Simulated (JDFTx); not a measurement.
AlCl (aluminium monochloride), 2 atoms in the cell. The cell holds a molecule in a box, 2 atoms: a = 9.000 Å, b = 9.000 Å, c = 12.000 Å, α = 90.00°, β = 90.00°, γ = 90.00°. 

| Item | Value |
| --- | --- |
| Program | JDFTx 1.7.0 (patched build) |
| Task | solvation |
| Functional | BP86 |
| Potentials or basis | PseudoDojo-SR-PBE-0.5-standard with smoothed tails |
| Cutoff | 789 eV |
| Density cutoff | 3157 eV |
| k mesh | 1 × 1 × 1 |
| Occupations | fixed |
| Spin | no spin polarisation |
| Check on overlapping cores | none |
| Liquid model | LinearPCM |
| Variant of the liquid model | LA12 |
| Solvent | H2O |
| Local potential set to -Z/r beyond | 6 bohr |
| Bands | 10 |
| Density cutoff over wavefunction cutoff | 4 |
| Max SCF steps | 100 |
| SCF threshold on the energy | 1e-06 Ha |
| Solver of the electrons | minimize |
| Further solve for the empty bands | no |
| Start | saved state of an earlier run |

Potentials or basis: PseudoDojo-SR-PBE-0.5-standard with smoothed tails.

The run is started by

```console
$ jdftx -c 1 -i fluid.in -o fluid.out
```

Hardware: 1 thread of Intel(R) Xeon(R) Platinum 8559C (Emerald Rapids), with other jobs on the host.

Question: Estimate the wall time of this run.

Answer: Run time: 4.8 min on 1 thread of Intel(R) Xeon(R) Platinum 8559C (Emerald Rapids) (shared host), peak memory 0.28 GiB. Counts: scf iterations 80, bands 10, plane waves 48919.
